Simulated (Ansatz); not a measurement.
# Ta4O11: the cost of one run

Computed with Ansatz 0.2.0 (DFT PBEsol, scalar-relativistic, plane waves, PAW, unless a step's input says otherwise).

2 further runs of the same task are left out: 2 set aside as unsound or not needed.

### Step 1. Starting point

Symmetry: Pmmm, No. 47, orthorhombic system. Conventional cell: a = 3.839 Å, b = 3.860 Å, c = 28.008 Å, α = 90.00°, β = 90.00°, γ = 90.00°. O (site symmetry mm2) is surrounded by 1 Ta at 1.77 Å. Ta (site symmetry mm2) is surrounded by 5 O at 1.77 to 2.02 Å. O (site symmetry mm2) is surrounded by 2 Ta at 1.93 Å. O (site symmetry mm2) has 3 Ta at 2.02 to 2.17 Å as nearest neighbours. O (site symmetry mm2) has 2 Ta at 1.96 Å as nearest neighbours. Ta (site symmetry mm2) has 6 O at 1.91 to 2.17 Å as nearest neighbours. O (site symmetry mmm) has 2 Ta at 1.91 Å as nearest neighbours.

Structure file:

```
CELL_PARAMETERS angstrom
3.83948 0.00000 0.00000
0.00000 3.85982 0.00000
0.00000 0.00000 28.00771
ATOMIC_POSITIONS crystal
O 0.74712 0.00000 0.26869
Ta 0.74693 0.00000 0.33182
O 0.74654 0.50000 0.33570
O 0.24683 0.00000 0.35455
O 0.74683 0.00000 0.41723
O 0.24678 0.50000 0.43011
Ta 0.24684 0.00000 0.43187
O 0.24666 0.00000 0.50000
Ta 0.24634 0.00000 0.56813
O 0.24631 0.50000 0.56989
O 0.74633 0.00000 0.58277
O 0.24631 0.00000 0.64545
O 0.74654 0.50000 0.66430
Ta 0.74624 0.00000 0.66818
O 0.74605 0.00000 0.73131
```

Miller indices refer to the conventional cell of the relaxed bulk, P2/m (No. 10): a = 3.839 Å, b = 3.860 Å, c = 6.779 Å, α = 90.00°, β = 106.37°, γ = 90.00°.

As cut, it was a (001) slab, 13.0 Å thick as cut, with 15 Å of vacuum; its outer planes are O (top) and O (bottom); it was relaxed in an earlier run.

### Step 2. Bands of the relaxed slab

A dipole layer in the vacuum cancels the field that periodic copies would set up if the slab's two faces differ.

The input, input.yaml:

```yaml
crystal:
  lattice:
    - [3.8394779629, 0.0, 0.0]
    - [0.0, 3.8598245608, 0.0]
    - [0.0, 0.0, 28.0077082001]
  atoms:
    - { symbol: O, position: [0.7471212826, 0.0, 0.2686863817] }
    - { symbol: Ta, position: [0.7469256359, 0.0, 0.3318210638] }
    - { symbol: O, position: [0.7465436208, 0.5, 0.3357016769] }
    - { symbol: O, position: [0.2468326822, 0.0, 0.3545531856] }
    - { symbol: O, position: [0.746826529, 0.0, 0.4172281811] }
    - { symbol: O, position: [0.2467777553, 0.5, 0.4301133218] }
    - { symbol: Ta, position: [0.2468357053, 0.0, 0.4318697267] }
    - { symbol: O, position: [0.2466615159, 0.0, 0.5000000421] }
    - { symbol: Ta, position: [0.2463392118, 0.0, 0.5681302919] }
    - { symbol: O, position: [0.2463132807, 0.5, 0.5698867032] }
    - { symbol: O, position: [0.7463295817, 0.0, 0.582771755] }
    - { symbol: O, position: [0.2463133308, 0.0, 0.6454468337] }
    - { symbol: O, position: [0.746544785, 0.5, 0.6642982371] }
    - { symbol: Ta, position: [0.7462366423, 0.0, 0.6681789744] }
    - { symbol: O, position: [0.7460544012, 0.0, 0.7313136251] }
basis:
  ecutwfc: 420
kpoints:
  mp_grid: { grid: [7, 7, 1] }
  band_path:
    path: [[0.5, 0, 0], [0, 0, 0], [0, 0.5, 0], [0.5, 0.5, 0], [0, 0, 0]]
    npoints: 12
hamiltonian:
  xc: pbesol
scf:
  occupations: { method: gaussian, width: 0.05 }
  n_extra_bands: 36
output:
  forces: true
  eigenvalues: true
  populations: true
  fatbands: true
  write_density: true
  write_potential: true
  elf: true
  volumetric_format: npy
efield:
  axis: 3
  dipole_correction: true
  ramp_width: 0.04
```

On the command line:

```bash
$ ansatz run input.yaml --threads 4 --pin off --max-ram 9216MiB --backend cpu --events-out ev --progress --plain --runs-dir out
```

What time and memory should one allow on 4 threads of Arm Neoverse V2, shared host?

About 1.8 min, with a peak of 1.9 GiB.
